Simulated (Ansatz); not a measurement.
**CH₄ClFOSn: basis-set convergence**

One table from this session's results is given with a row withheld; the runs are named, their logs left out.

Computed with Ansatz 0.2.0, Gaussian basis. Level: one geometry, several basis sets.

Plan: PBE0-D4/def2-SVP; ωB97M-V/def2-SVP; PBE0-D4/def2-QZVPP; ωB97M-V/def2-QZVPP; the functionals' def2-TZVPP values are taken from earlier runs.

## Structure used throughout

An earlier PBE0-D4 in a triple-zeta def2 set relaxation fixed the geometry. Sn takes the def2 core potential; no spin-orbit term is included.

SMILES `[OH][SnH]([F])[CH2]Cl`, 9 atoms, charge 0, spin multiplicity 1.

Atoms are counted from 1 here; the program's logs count them from 0.

Bond lengths: O1–Sn2 1.943 Å, O1–H6 0.962 Å, Sn2–F3 1.923 Å, Sn2–C4 2.149 Å, Sn2–H7 1.695 Å, C4–Cl5 1.778 Å, C4–H8 1.089 Å, C4–H9 1.088 Å. Angles: Sn2–O1–H6 112.0°, O1–Sn2–F3 106.9°, O1–Sn2–C4 109.5°, O1–Sn2–H7 108.0°, F3–Sn2–C4 102.9°, F3–Sn2–H7 106.4°, C4–Sn2–H7 122.2°, Sn2–C4–Cl5 109.6°, Sn2–C4–H8 109.1°, Sn2–C4–H9 112.0°, Cl5–C4–H8 108.2°, Cl5–C4–H9 108.1°, H8–C4–H9 109.7°.

Set-up of the first run:

Contents of in.yaml:

```yaml
crystal:
  periodic: [false, false, false]
  atoms:
    - {symbol: O, position_ang: [-1.855082, 1.002480, -0.154674]}
    - {symbol: Sn, position_ang: [-0.406555, 0.184947, 0.848698]}
    - {symbol: F, position_ang: [0.673460, 1.618706, 1.537326]}
    - {symbol: C, position_ang: [0.929222, -0.813602, -0.506563]}
    - {symbol: Cl, position_ang: [0.700213, -0.175937, -2.149898]}
    - {symbol: H, position_ang: [-1.586991, 1.236798, -1.048311]}
    - {symbol: H, position_ang: [-1.078368, -0.596413, 2.194481]}
    - {symbol: H, position_ang: [1.956376, -0.615497, -0.205333]}
    - {symbol: H, position_ang: [0.756226, -1.887784, -0.532927]}
basis:
  gaussian: {orbitals: def2-SVP}
hamiltonian: {xc: pbe0, dispersion: d4}
output: {orbitals: {seedname: orbitals}}
```

Among the steps run: PBE0-D4 in def2-SVP; ωB97M-V in def2-SVP; PBE0-D4 in def2-QZVPP; ωB97M-V in def2-QZVPP.

One table of the session follows, with a row left open; its other results are not shown here.

It belongs to the step «Density functionals: the series». 

| functional | basis | HOMO (eV) |
| --- | --- | --- |
| PBE0-D4 | def2-SVP | ? |
| PBE0-D4 | def2-TZVPP | -8.33 |
| PBE0-D4 | def2-QZVPP | -8.36 |
| ωB97M-V | def2-SVP | -10.35 |
| ωB97M-V | def2-TZVPP | -10.52 |
| ωB97M-V | def2-QZVPP | -10.55 |

Estimate the missing values for PBE0-D4, def2-SVP.

The run gave: HOMO (eV): -8.20. In the column «HOMO (eV)» it is the highest.
